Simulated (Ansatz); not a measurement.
# Al3Cu: the cost of one run

All numbers are computed with Ansatz 0.2.0 through its Python package. The levels of theory stand in the script.

### Step 1. The system

It takes space group P4/mmm (No. 123, tetragonal). The conventional cell has a = 2.778 Å, b = 2.778 Å, c = 7.513 Å, α = 90.00°, β = 90.00°, γ = 90.00°. Al (site symmetry 4/mmm) is surrounded by 12 Al at 2.78 to 2.85 Å. Around Al (site symmetry 4mm) lie 4 Cu at 2.60 Å and 8 Al at 2.78 to 2.85 Å. Cu (site symmetry 4/mmm) has 8 Al at 2.60 Å and 4 Cu at 2.78 Å as nearest neighbours.

No structure file is read: the coordinates are typed or built in the script.

### Step 2. The script

Input file paw_lapw_al3cu.py:

```python
"""Checking the PAW result for Al3Cu with LAPW."""

import ansatz
import numpy as np

XC = "LDA"
MESH = (8, 8, 3)
SMEARING = "Marzari-Vanderbilt"
SIGMA = 0.1


def count_gap(report):
    # lowest empty less highest filled band, counting bands; zero where they overlap
    return max(report.get("gap_by_band_count_ev") or 0.0, 0.0)

crystal = (
    ansatz.Lattice.from_parameters(2.77841, 2.77841, 7.5134, alpha=90, beta=90, gamma=90)
    .space_group(123, hermann_mauguin="P4/mmm")
    .atom("Al", (0.0, 0.0, 0.5))
    .atom("Al", (0.5, 0.5, 0.22612))
    .atom("Cu", (0.0, 0.0, 0.0))
)

calc = (
    crystal.calculation()
    .functional(XC)
    .kpoints(mesh=MESH)
    .occupations(SMEARING, width=SIGMA)
    .stress()
    .forces()
    .band_table()
)
variants = {
    "PAW": calc.pseudopotentials("paw"),
    "LAPW": calc.pseudopotentials("all_electron", lapw=True),
}
# totals differ by the cores that each treatment holds, so compare what does not depend on them
rows = []
for label, variant in variants.items():
    r = variant.run().report
    levels = np.array(r["eigenvalues_ev"][0]) - r["fermi_energy_ev"]
    print(label, "levels at the first k-point near E_F:", np.round(levels[np.abs(levels) < 5], 3))
    rows.append((label, r["n_electrons"], np.trace(r["stress_gpa"]) / 3, float(np.abs(r["forces_ev_ang"]).max()), count_gap(r)))
for row in rows:
    print("; ".join(f"{name} = {round(v, 4) if isinstance(v, float) else v}" for name, v in zip(["treatment", "electrons in bands", "P GPa", "max force component eV/A", "gap by band count eV"], row)))
```

### Step 3. What the engine is handed

The engine receives this input (first run):

```yaml
crystal:
  lattice:
    a: 2.77841
    b: 2.77841
    c: 7.5134
    alpha: 90.0
    beta: 90.0
    gamma: 90.0
  space_group: 123
  setting:
    hermann_mauguin: P4/mmm
  atoms:
    - { symbol: Al, position: [0.0, 0.0, 0.5] }
    - { symbol: Al, position: [0.5, 0.5, 0.22612] }
    - { symbol: Cu, position: [0.0, 0.0, 0.0] }
kpoints:
  mp_grid:
    grid: [8, 8, 3]
hamiltonian:
  xc: lda
  pseudopotentials:
    kind: paw
scf:
  occupations:
    method: cold
    width: 0.1
output:
  forces: true
  stress: true
  eigenvalues: true
```

### Step 4. The run

On the command line:

```console
python paw_lapw_al3cu.py
```

**Question.** How long does this script take on 1 thread of Arm Neoverse V2, shared host, and how much memory does it need?

About 20 s, with a peak of 0.55 GiB.
